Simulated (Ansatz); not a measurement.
**C₂H₈AlNSi: how energies converge with the basis set**

An exercise on one series of results from a longer session: the logs are not shown, and one member is left open.

The runs use Ansatz 0.2.0, Gaussian basis; one geometry, several basis sets.

The runs, in order: PBE0-D4/def2-SVP; ωB97M-V/def2-SVP; PBE0-D4/def2-QZVPP; ωB97M-V/def2-QZVPP; the functionals' def2-TZVPP values are taken from earlier runs.

### Structure used throughout

All runs share one geometry, relaxed beforehand with PBE0-D4 in a triple-zeta def2 set.

13 atoms, charge 0, spin multiplicity 1.

Atoms are counted from 1 here; the program's logs count them from 0.

Bond lengths: Al1–C2 2.020 Å, Al1–N3 1.966 Å, Al1–H6 1.584 Å, Al1–H7 1.585 Å, C2–N3 1.417 Å, C2–H8 1.089 Å, C2–H9 1.092 Å, N3–C4 1.281 Å, C4–Si5 1.873 Å, C4–H10 1.098 Å, Si5–H11 1.483 Å, Si5–H12 1.486 Å, Si5–H13 1.487 Å. Angles: C2–Al1–N3 41.6°, C2–Al1–H6 113.6°, C2–Al1–H7 121.2°, N3–Al1–H6 116.6°, N3–Al1–H7 109.3°, H6–Al1–H7 124.6°, Al1–C2–N3 67.2°, Al1–C2–H8 137.9°, Al1–C2–H9 100.6°, N3–C2–H8 117.0°, N3–C2–H9 111.0°, H8–C2–H9 114.2°, Al1–N3–C2 71.2°, Al1–N3–C4 137.1°, C2–N3–C4 126.6°, N3–C4–Si5 121.1°, N3–C4–H10 117.9°, Si5–C4–H10 121.1° and more.

Coordinates:

```xyz
13

Al   -0.6378   -0.2518    1.9070
C    -0.2256   -1.8111    0.6912
N    -0.3213   -0.5810   -0.0055
C     0.4762   -0.1527   -0.9114
Si    0.4375    1.6361   -1.4670
H    -2.1491   -0.1958    2.3767
H     0.5169    0.6729    2.4764
H     0.6253   -2.4486    0.4543
H    -1.1859   -2.3310    0.6998
H     1.1842   -0.8672   -1.3515
H    -0.6516    2.3293   -0.7377
H     1.7467    2.2794   -1.1825
H     0.2049    1.6868   -2.9348
```

The first run:

Contents of in.yaml:

```yaml
crystal:
  periodic: [false, false, false]
  atoms:
    - {symbol: Al, position_ang: [-0.637794, -0.251782, 1.907006]}
    - {symbol: C, position_ang: [-0.225635, -1.811051, 0.691161]}
    - {symbol: N, position_ang: [-0.321283, -0.581011, -0.005472]}
    - {symbol: C, position_ang: [0.476184, -0.152684, -0.911438]}
    - {symbol: Si, position_ang: [0.437452, 1.636085, -1.467044]}
    - {symbol: H, position_ang: [-2.149051, -0.195788, 2.376727]}
    - {symbol: H, position_ang: [0.516931, 0.672878, 2.476361]}
    - {symbol: H, position_ang: [0.625257, -2.448581, 0.454280]}
    - {symbol: H, position_ang: [-1.185918, -2.331012, 0.699822]}
    - {symbol: H, position_ang: [1.184173, -0.867194, -1.351502]}
    - {symbol: H, position_ang: [-0.651599, 2.329300, -0.737719]}
    - {symbol: H, position_ang: [1.746734, 2.279367, -1.182544]}
    - {symbol: H, position_ang: [0.204948, 1.686773, -2.934839]}
basis:
  gaussian: {orbitals: def2-SVP}
hamiltonian: {xc: pbe0, dispersion: d4}
output: {orbitals: {seedname: orbitals}}
```

Started as:

```sh
$ ansatz run in.yaml --threads 4 --pin off --events-out ev --progress --plain --max-ram 10444MiB
```

Steps of the session up to this table: PBE0-D4 in def2-SVP; ωB97M-V in def2-SVP; PBE0-D4 in def2-QZVPP; ωB97M-V in def2-QZVPP.

One of the session's tables, all rows but one given; the rest of the session is left out.

It belongs to the step «Functionals by basis». 

| functional | basis | HOMO (eV) | LUMO (eV) |
| --- | --- | --- | --- |
| PBE0-D4 | def2-SVP | -6.93 | -1.63 |
| PBE0-D4 | def2-TZVPP | -6.94 | -1.71 |
| PBE0-D4 | def2-QZVPP | ? | ? |
| ωB97M-V | def2-SVP | -8.95 | 0.46 |
| ωB97M-V | def2-TZVPP | -8.99 | 0.31 |
| ωB97M-V | def2-QZVPP | -8.99 | 0.21 |

**Question.** Estimate the row for PBE0-D4, def2-QZVPP.

**Answer.** HOMO (eV): -6.94; LUMO (eV): -1.74.
